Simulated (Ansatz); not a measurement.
# TaW: squeezing one contact

How do energy and force answer when the Ta1–W2 bond of TaW is squeezed or stretched? The runs shown use PAW. Its runs: shortest bond scaled by 1 (PAW); shortest bond scaled by 0.94 (PAW); shortest bond scaled by 0.76 (PAW); shortest bond scaled by 0.64 (PAW); shortest bond scaled by 0.58 (PAW).

Program: Ansatz 0.2.0. Level of theory: DFT, PBEsol, PAW with Ansatz's default frozen-core files, scalar-relativistic. These are calculated values, not measurements.

5 further runs of the same task are left out: 5 that didn't finish.

## 1. The system as given

The structure is orthorhombic, space group Cmmm (No. 65). The conventional cell has a = 3.228 Å, b = 4.614 Å, c = 4.521 Å, α = 90.00°, β = 90.00°, γ = 90.00°. Ta (site symmetry mmm) has 4 W at 2.78 Å and 4 Ta at 2.82 Å as nearest neighbours. W (site symmetry mmm) has 4 Ta at 2.78 Å and 4 W at 2.82 Å as nearest neighbours.

Structure file:

```cif
data_structure
_symmetry_space_group_name_H-M 'P 1'
_symmetry_Int_Tables_number 1
_cell_length_a 2.8156
_cell_length_b 2.8156
_cell_length_c 4.5214
_cell_angle_alpha 90.000
_cell_angle_beta 90.000
_cell_angle_gamma 110.042
_cell_volume 33.67
loop_
_atom_site_label
_atom_site_type_symbol
_atom_site_fract_x
_atom_site_fract_y
_atom_site_fract_z
_atom_site_occupancy
Ta1 Ta 0.00000 0.00000 0.00000 1
W1 W 0.50000 0.50000 0.50000 1
```

Atoms are numbered in the order of the input: Ta1, W2.

## 2. Shortest bond scaled by 1, PAW

Input file input.yaml:

```yaml
crystal:
  lattice:
    - [1.61412879, -2.3070255, 0.0]
    - [1.61412879, 2.3070255, 0.0]
    - [0.0, 0.0, 4.52139841]
  atoms:
    - { symbol: Ta, position: [0.0, 0.0, 0.0] }
    - { symbol: W, position: [0.5, 0.5, 0.5] }
kpoints:
  mp_grid: { grid: [11, 11, 7] }
scf:
  occupations: { method: fermi_dirac, width: 0.05 }
hamiltonian:
  xc: pbesol
  pseudopotentials: { kind: paw }
output:
  forces: true
  stress: true
  eigenvalues: true
  populations: true
```

The run is started by

```console
> ansatz run input.yaml --threads 1 --pin off --max-ram 2048MiB --backend cpu --events-out ev --progress --plain --runs-dir out
```

## 3. Shortest bond scaled by 0.94, PAW

input.yaml, as its differences from that of step 2:

```diff
@@ -6,4 +6,4 @@
   atoms:
-    - { symbol: Ta, position: [0.0, 0.0, 0.0] }
-    - { symbol: W, position: [0.5, 0.5, 0.5] }
+    - { symbol: Ta, position: [-0.015, -0.015, -0.015] }
+    - { symbol: W, position: [0.515, 0.515, 0.515] }
 kpoints:
```

## 4. Shortest bond scaled by 0.76, PAW

input.yaml, as its differences from that of step 3:

```diff
@@ -6,4 +6,4 @@
   atoms:
-    - { symbol: Ta, position: [-0.015, -0.015, -0.015] }
-    - { symbol: W, position: [0.515, 0.515, 0.515] }
+    - { symbol: Ta, position: [-0.06, -0.06, -0.06] }
+    - { symbol: W, position: [0.56, 0.56, 0.56] }
 kpoints:
```

## 5. Shortest bond scaled by 0.64, PAW

input.yaml, as its differences from that of step 4:

```diff
@@ -6,4 +6,4 @@
   atoms:
-    - { symbol: Ta, position: [-0.06, -0.06, -0.06] }
-    - { symbol: W, position: [0.56, 0.56, 0.56] }
+    - { symbol: Ta, position: [-0.09, -0.09, -0.09] }
+    - { symbol: W, position: [0.59, 0.59, 0.59] }
 kpoints:
```

## 6. Shortest bond scaled by 0.58, PAW

input.yaml, as its differences from that of step 5:

```diff
@@ -6,4 +6,4 @@
   atoms:
-    - { symbol: Ta, position: [-0.09, -0.09, -0.09] }
-    - { symbol: W, position: [0.59, 0.59, 0.59] }
+    - { symbol: Ta, position: [-0.105, -0.105, -0.105] }
+    - { symbol: W, position: [0.605, 0.605, 0.605] }
 kpoints:
```

(Steps that only read results are left out.)

**Question.** What will these runs give?

**Answer**, as computed:

| quantity | value |
| --- | --- |
| force along the bond, positive apart, at 1.611 Å (PAW) | 76.20 eV/Å |
| length at zero force (straight line) | 2.78 Å |

What this shows: At 1.61 Å the force along the bond is 76.20 eV/Å by PAW, and the energy stands 18.29 eV over the given length. A straight line between 2.61 and 2.78 Å puts zero force near 2.78 Å, a rough figure over so wide a step. There symmetry makes it vanish whatever the lattice constant, so this is no computed equilibrium length. With two atoms in the cell whole sublattices move, so the other contacts between the two sublattices change too; at scales over 1 some of them become the shortest. Spin-orbit coupling is left out, though the cell holds W; in elements this heavy it can shift bands and gaps by tenths of an eV.
